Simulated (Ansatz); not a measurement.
# Ga4AsP3: the band gap up the ladder of functionals

The task here is to estimate one member of a computed series from the others.

The runs shown are made with Ansatz 0.2.0. PAW datasets, plane waves. These are computed values for a spin-unpolarised cell that may be hypothetical; none is a measurement.

## The system as given

The cell was relaxed beforehand with r2SCAN.

The symmetry is P-43m (No. 215, cubic); conventional cell a = 5.504 Å, 20.84 Å³ an atom. P has 4 Ga at 2.37 Å; Ga has 3 P at 2.37 Å and 1 As at 2.42 Å; As has 4 Ga at 2.42 Å.

As a file:

```
P Ga As
1.0
     5.50404    0.00000    0.00000
     0.00000    5.50404    0.00000
     0.00000    0.00000    5.50404
P Ga As
3 4 1
Direct
  0.50000 0.00000 0.00000
  0.00000 0.50000 0.00000
  0.00000 0.00000 0.50000
  0.24581 0.75419 0.75419
  0.75419 0.24581 0.75419
  0.75419 0.75419 0.24581
  0.24581 0.24581 0.24581
  0.50000 0.50000 0.50000
```

The first run:

The input, input.yaml:

```yaml
crystal:
  lattice:
    - [5.5040447875, 0.0, 0.0]
    - [0.0, 5.5040447875, 0.0]
    - [0.0, 0.0, 5.5040447875]
  atoms:
    - { symbol: P, position: [0.5, 0.0, 0.0] }
    - { symbol: Ga, position: [0.2458135314, 0.7541864686, 0.7541864686] }
    - { symbol: P, position: [0.0, 0.5, 0.0] }
    - { symbol: Ga, position: [0.7541864686, 0.2458135314, 0.7541864686] }
    - { symbol: P, position: [0.0, 0.0, 0.5] }
    - { symbol: Ga, position: [0.7541864686, 0.7541864686, 0.2458135314] }
    - { symbol: As, position: [0.5, 0.5, 0.5] }
    - { symbol: Ga, position: [0.2458135314, 0.2458135314, 0.2458135314] }
kpoints:
  mp_grid: { grid: [6, 6, 6] }
  band_path:
    path:
      - [[0.0, 0.0, 0.0], [9.717160718002e-51, 0.5, 4.19894100159e-34], [0.5, 0.5, 7.348146752782e-34], [0.0, 0.0, 0.0], [0.5, 0.5, 0.5], [9.717160718002e-51, 0.5, 4.19894100159e-34]]
      - [[0.5, 0.5, 0.5], [0.5, 0.5, 7.348146752782e-34]]
    npoints: 10
hamiltonian:
  xc: pbe
scf:
  occupations: { method: fermi_dirac, width: 0.02 }
  n_extra_bands: 6
output:
  forces: true
  stress: true
  eigenvalues: true
  write_density: true
  write_potential: true
  elf: true
  volumetric_format: npy
```

Launch:

```console
ansatz run input.yaml --threads 4 --pin off --max-ram 6451MiB --backend cpu --events-out ev --progress --plain --runs-dir out
```

Steps of the session up to this table: PBE band path; r2SCAN; HSE06 at the same geometry; PBE+SOC at the same geometry; PBE0 at the same geometry.

One of the session's tables, all rows but one given; the rest of the session is left out.

```
  level  gap (eV)
    PBE      1.30
 r2SCAN      1.58
  HSE06         ?
PBE+SOC      1.25
   PBE0      2.59
```

**Question.** Estimate the row for HSE06.

The run gave: gap (eV): 1.94. In the column «gap (eV)» it lies between r2SCAN (1.58) and PBE0 (2.59).

Meshes: PBE 6×6×6, r2SCAN 6×6×6, HSE06 4×4×4, PBE+SOC 6×6×6, PBE0 4×4×4

In words: The gap runs from 1.25 eV (PBE+SOC) to 2.59 eV (PBE0). PBE reaches 67 % of the HSE06 value, and r2SCAN 81 %. PBE0 lies 0.65 eV above HSE06, which differs from it by screening the long-range exchange.

Limits of these values: Warnings in the runs' records: stress scf threshold loose, stress exchange threshold loose.
